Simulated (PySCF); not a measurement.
# C7H14: magnetic properties

What do calculations give for the magnetic properties of C7H14 (`CCC(C)=C(C)C`)?

Computed with PySCF 2.14.0 and routines of our own; the level stands in each step. Atoms count from 0.

## Step 1: The system as given

21 atoms, charge 0, multiplicity 1; geometry from: GFN2-xTB.

## Step 2: Magnetic properties: GIAO CAM-B3LYP/pcSseg-1

Job settings and geometry (Å):

```
{"job": {"kind": "mag", "xc": "CAM-B3LYP", "basis": "pcSseg-1", "isotopologues": 2}, "charge": 0, "multiplicity": 1}
C     -1.767177    -1.153731    -1.104729
C     -0.799672     0.012707    -1.314027
C     -0.217734     0.478817    -0.004620
C     -1.041697     1.503310     0.729789
C      0.923140     0.023829     0.514199
C      1.439996     0.545003     1.829166
C      1.791816    -1.034616    -0.100711
H     -2.207739    -1.460625    -2.051266
H     -1.244971    -2.003669    -0.671646
H     -2.569257    -0.866549    -0.428249
H     -1.337404     0.842630    -1.778349
H     -0.012429    -0.289781    -2.005337
H     -2.012765     1.628324     0.258005
H     -0.540753     2.472394     0.732327
H     -1.198069     1.211165     1.767086
H      2.466277     0.225578     1.991231
H      1.408114     1.632391     1.860677
H      0.833687     0.173087     2.656021
H      1.917920    -1.854651     0.606767
H      1.378400    -1.439750    -1.017546
H      2.781397    -0.628920    -0.314556
```

Level: GIAO CAM-B3LYP/pcSseg-1 magnetisability, rotational g tensor and spin-rotation constants, non-relativistic, gas phase.

Launch:

```bash
$ OMP_NUM_THREADS=1 python excited_run.py task.json out
```

This one command runs all jobs of the session in turn.

Output:

```text
coarse grid: 16288 points
cycle   1  E = -274.8578239386  dE =  8.027e-01  |g| = 3.650e-01  |ddm| = 3.935e+00
cycle   2  E = -274.8753757099  dE = -1.755e-02  |g| = 2.834e-01  |ddm| = 6.382e-01
cycle   3  E = -274.8960554990  dE = -2.068e-02  |g| = 2.746e-02  |ddm| = 3.068e-01
cycle   4  E = -274.8962392534  dE = -1.838e-04  |g| = 1.373e-02  |ddm| = 4.657e-02
cycle   5  E = -274.8962797558  dE = -4.050e-05  |g| = 4.437e-03  |ddm| = 1.577e-02
cycle   6  E = -274.8962844328  dE = -4.677e-06  |g| = 8.803e-04  |ddm| = 4.447e-03
final grid: 153664 points
cycle   7  E = -274.9577630165  dE = -4.265e-05  |g| = 4.966e-03  |ddm| = 2.336e-02
cycle   8  E = -274.9577647870  dE = -1.770e-06  |g| = 4.285e-03  |ddm| = 8.753e-03
cycle   9  E = -274.9577694061  dE = -4.619e-06  |g| = 2.482e-04  |ddm| = 3.909e-03
cycle  10  E = -274.9577694099  dE = -3.763e-09  |g| = 2.298e-04  |ddm| = 4.236e-04
cycle  11  E = -274.9577694223  dE = -1.247e-08  |g| = 2.878e-05  |ddm| = 2.069e-04
cycle  12  E = -274.9577694225  dE = -2.038e-10  |g| = 7.750e-06  |ddm| = 4.046e-05
converged SCF energy = -274.9577694225

Magnetisability tensor (1e-30 J/T^2)
    -1301.47      -82.59       52.32
      -82.59    -1377.95       26.07
       52.32       26.07    -1307.19
isotropic -1328.87   principal values   -1449.03  -1303.78  -1233.80
isotropic susceptibility -80.026 1e-6 cm^3/mol

Inertial axes            a          b          c
rot. const./GHz      3.3791     1.9901     1.4128
chi total           -76.615    -77.731    -85.734
chi diamagnetic    -500.921   -758.699  -1029.630
chi paramagnetic    424.306    680.968    943.896
quadrupole/D A        0.973      0.797     -1.770
g nuclear            0.6622     0.6311     0.6288
g electronic        -0.6736    -0.6367    -0.6265
g total             -0.0114    -0.0056     0.0024

Spin-rotation constants (kHz, H = +C I.J)
atom  isotope        aa         bb         cc
  7     1H       -0.021     -0.180     -0.145
  8     1H       -0.270     -0.110     -0.096
  9     1H       -0.357     -0.044     -0.100
 10     1H       -0.210     -0.112     -0.097
 11     1H       -0.345     -0.006     -0.092
 12     1H        0.039     -0.173     -0.167
 13     1H       -0.241     -0.147     -0.055
 14     1H       -0.294     -0.186     -0.012
 15     1H       -0.048     -0.130     -0.164
 16     1H       -0.346     -0.039     -0.094
 17     1H       -0.366     -0.183      0.017
 18     1H       -0.319     -0.173     -0.014
 19     1H       -0.019     -0.137     -0.151
 20     1H       -0.170     -0.194     -0.060
  0    13C*       0.445      0.309      0.190
  1    13C*       0.559      0.322      0.251
  2    13C*       1.203      0.950      0.239
  3    13C*       0.519      0.272      0.226
  4    13C*       1.210      0.910      0.222
  5    13C*       0.473      0.300      0.227
  6    13C*       0.543      0.266      0.223
* in the singly substituted isotopologue

Isotopologues: g along a, b, c
2H    at 7,8,9,10,11,12    -0.0086    -0.0045     0.0019
13C   at 0                 -0.0112    -0.0055     0.0023
```

Run time: 48 s. Hardware: 1 thread of Arm Neoverse V2, shared host; peak memory 1 GiB.

Key values:

| quantity | value |
| --- | --- |
| magnetisability | -1329·10⁻³⁰ J/T² |
| molar susceptibility | -80.0·10⁻⁶ cm³/mol |
| rotational g (a, b, c) | -0.0114, -0.0056, 0.0024 |

The fields below are evaluated on a grid from the run's orbitals.

Frontier orbitals at CAM-B3LYP/pcSseg-1, with the share of their density that lies nearest to each atom:

| orbital | energy (eV) | lies on |
| --- | --- | --- |
| HOMO | -7.55 | C2, C4 about 34 % each |
| LUMO | 1.95 | C2, C4 about 19 % each; 4 H atoms about 6 % each |

ELF in a plane through or near 8 of the atoms.

Values, 10 rows by 14 columns:
```
0.00 0.00 0.00 0.00 0.00 0.00 0.00 0.00 0.00 0.00 0.00 0.00 0.00 0.00
0.00 0.00 0.00 0.00 0.00 0.00 0.02 0.02 0.02 0.00 0.00 0.00 0.00 0.00
0.00 0.00 0.00 0.00 0.00 0.07 0.70 0.40 0.96 0.93 0.00 0.00 0.00 0.00
0.00 0.00 0.01 0.85 0.98 0.03 0.67 0.34 0.96 0.52 0.00 0.00 0.00 0.00
0.00 0.00 0.04 0.41 0.93 0.38 0.47 0.28 0.45 0.41 0.05 0.01 0.00 0.00
0.00 0.00 0.73 0.99 0.53 0.64 0.36 0.49 0.49 0.73 0.31 0.68 0.06 0.00
0.00 0.00 0.04 0.12 0.06 0.59 0.68 0.09 0.37 0.18 0.46 0.96 0.11 0.00
0.00 0.00 0.00 0.02 0.67 0.77 0.91 1.00 0.04 0.01 0.01 0.03 0.00 0.00
0.00 0.00 0.00 0.00 0.04 0.06 0.20 0.70 0.01 0.00 0.00 0.00 0.00 0.00
0.00 0.00 0.00 0.00 0.00 0.00 0.00 0.00 0.00 0.00 0.00 0.00 0.00 0.00
```
The map spans 11.8 Å across and 10.0 Å up, centred on the molecule. Atoms in the plane (x, y in Å): C1 (1.5, -0.2), C2 (0.1, 0.4), C3 (0.2, 1.9), C4 (-1.0, -0.3), C6 (-1.1, -1.8), H12 (1.2, 2.3), H16 (-2.5, 1.3), H19 (-0.1, -2.3).

On the surface of density 0.002 e/bohr³ the electrostatic potential runs, from the 1st to the 99th percentile, from -0.62 V near C4 to 0.52 V near H19.

## Step 3: Magnetic properties: GIAO HCTH407/pcseg-1

The job, as its differences from that of step 2:

```diff
@@ -1,2 +1,2 @@
-{"job": {"kind": "mag", "xc": "CAM-B3LYP", "basis": "pcSseg-1", "isotopologues": 2}, "charge": 0, "multiplicity": 1}
+{"job": {"kind": "mag", "xc": "HCTH407", "basis": "pcseg-1"}, "charge": 0, "multiplicity": 1}
 C     -1.767177    -1.153731    -1.104729
```

With the program's defaults for keys left out, this is: GIAO HCTH407/pcseg-1 magnetisability, rotational g tensor and spin-rotation constants, non-relativistic, gas phase.

Output:

```text
coarse grid: 16288 points
cycle   1  E = -274.9493984232  dE =  3.203e-01  |g| = 6.467e-01  |ddm| = 4.434e+00
cycle   2  E = -274.8133086037  dE =  1.361e-01  |g| = 9.519e-01  |ddm| = 2.058e+00
cycle   3  E = -275.0735793522  dE = -2.603e-01  |g| = 7.259e-02  |ddm| = 1.388e+00
cycle   4  E = -275.0742648580  dE = -6.855e-04  |g| = 5.256e-02  |ddm| = 1.730e-01
cycle   5  E = -275.0749377978  dE = -6.729e-04  |g| = 1.611e-02  |ddm| = 7.041e-02
cycle   6  E = -275.0750005546  dE = -6.276e-05  |g| = 5.114e-03  |ddm| = 2.368e-02
cycle   7  E = -275.0750069710  dE = -6.416e-06  |g| = 6.667e-04  |ddm| = 6.160e-03
final grid: 153664 points
cycle   8  E = -275.1155912695  dE = -1.203e-04  |g| = 8.494e-03  |ddm| = 7.651e-02
cycle   9  E = -275.1155708293  dE =  2.044e-05  |g| = 1.230e-02  |ddm| = 2.165e-02
cycle  10  E = -275.1156115475  dE = -4.072e-05  |g| = 6.374e-04  |ddm| = 1.279e-02
cycle  11  E = -275.1156115644  dE = -1.696e-08  |g| = 5.946e-04  |ddm| = 1.508e-03
cycle  12  E = -275.1156116576  dE = -9.320e-08  |g| = 1.101e-04  |ddm| = 7.456e-04
cycle  13  E = -275.1156116605  dE = -2.824e-09  |g| = 3.848e-05  |ddm| = 1.582e-04
cycle  14  E = -275.1156116608  dE = -3.712e-10  |g| = 4.870e-06  |ddm| = 3.947e-05
converged SCF energy = -275.1156116608

Magnetisability tensor (1e-30 J/T^2)
    -1271.64      -85.04       56.14
      -85.04    -1351.48       25.20
       56.14       25.20    -1278.69
isotropic -1300.60   principal values   -1424.34  -1277.32  -1200.15
isotropic susceptibility -78.324 1e-6 cm^3/mol

Inertial axes            a          b          c
rot. const./GHz      3.3791     1.9901     1.4128
chi total           -74.684    -76.087    -84.201
chi diamagnetic    -500.074   -757.925  -1028.919
chi paramagnetic    425.390    681.838    944.717
quadrupole/D A        0.854      0.803     -1.657
g nuclear            0.6622     0.6311     0.6288
g electronic        -0.6753    -0.6375    -0.6270
g total             -0.0132    -0.0064     0.0018

Spin-rotation constants (kHz, H = +C I.J)
atom  isotope        aa         bb         cc
  7     1H       -0.013     -0.180     -0.145
  8     1H       -0.268     -0.109     -0.095
  9     1H       -0.358     -0.041     -0.099
 10     1H       -0.206     -0.109     -0.096
 11     1H       -0.342     -0.001     -0.090
 12     1H        0.050     -0.172     -0.167
 13     1H       -0.237     -0.147     -0.053
 14     1H       -0.289     -0.185     -0.009
 15     1H       -0.042     -0.127     -0.164
 16     1H       -0.344     -0.036     -0.092
 17     1H       -0.364     -0.182      0.020
 18     1H       -0.315     -0.172     -0.011
 19     1H       -0.010     -0.136     -0.150
 20     1H       -0.164     -0.194     -0.058
  0    13C*       0.426      0.293      0.179
  1    13C*       0.540      0.317      0.239
  2    13C*       1.143      0.864      0.233
  3    13C*       0.497      0.258      0.213
  4    13C*       1.152      0.827      0.218
  5    13C*       0.446      0.288      0.214
  6    13C*       0.517      0.248      0.211
* in the singly substituted isotopologue
```

It took 30 s on 1 thread of Arm Neoverse V2, shared host; peak memory 0.6 GiB.

In short:

| quantity | value |
| --- | --- |
| magnetisability | -1301·10⁻³⁰ J/T² |
| molar susceptibility | -78.3·10⁻⁶ cm³/mol |
| rotational g (a, b, c) | -0.0132, -0.0064, 0.0018 |

## Step 4: Magnetic properties: PBE00/ANO-RCC-VDZP

The job, as its differences from that of step 3:

```diff
@@ -1,2 +1,2 @@
-{"job": {"kind": "mag", "xc": "HCTH407", "basis": "pcseg-1"}, "charge": 0, "multiplicity": 1}
+{"job": {"kind": "mag", "xc": "PBE00", "basis": "ANO-RCC-VDZP", "scf": {"max_cycle": 76}}, "charge": 0, "multiplicity": 1}
 C     -1.767177    -1.153731    -1.104729
```

Level: PBE00/ANO-RCC-VDZP.

Output:

```text
KeyError: "LibXCFunctional: name 'PBE00' not found."
```

Wall time 0.29 s (1 thread of Arm Neoverse V2, shared host).

Diagnosis: No functional is called PBE00: the name is misspelt. Cure: type the name correctly.

## Step 5: The levels compared

| level | ξ (10⁻³⁰ J/T²) | g(a) | g(b) | gap (eV) | functions | time |
| --- | --- | --- | --- | --- | --- | --- |
| GIAO CAM-B3LYP/pcSseg-1 | -1329 | -0.0114 | -0.0056 | 9.49 | 189 | 48 s |
| GIAO HCTH407/pcseg-1 | -1301 | -0.0132 | -0.0064 | 5.08 | 168 | 30 s |

## Step 6: Summary of results

```
                                                quantity                               value
       magnetisability (step 2, GIAO CAM-B3LYP/pcSseg-1)                    -1329·10⁻³⁰ J/T²
  molar susceptibility (step 2, GIAO CAM-B3LYP/pcSseg-1)                  -80.0·10⁻⁶ cm³/mol
rotational g (a, b, c) (step 2, GIAO CAM-B3LYP/pcSseg-1)            -0.0114, -0.0056, 0.0024
                   surface potential, 1st and 99th percentile                  -0.62 V and 0.52 V
                         magnetisability over the levels           -1329 to -1301·10⁻³⁰ J/T²
                                                    runs  1 failed, 0 ended on unsound input
```

In words: The magnetisability spreads by 2.2 % over 2 levels, from GIAO CAM-B3LYP/pcSseg-1 (48 s) to GIAO HCTH407/pcseg-1 (30 s); the runs took 30 s to 48 s. Two levels can agree by chance, so this spread shows no convergence. Vibrational averaging and real surroundings are missing from these values.
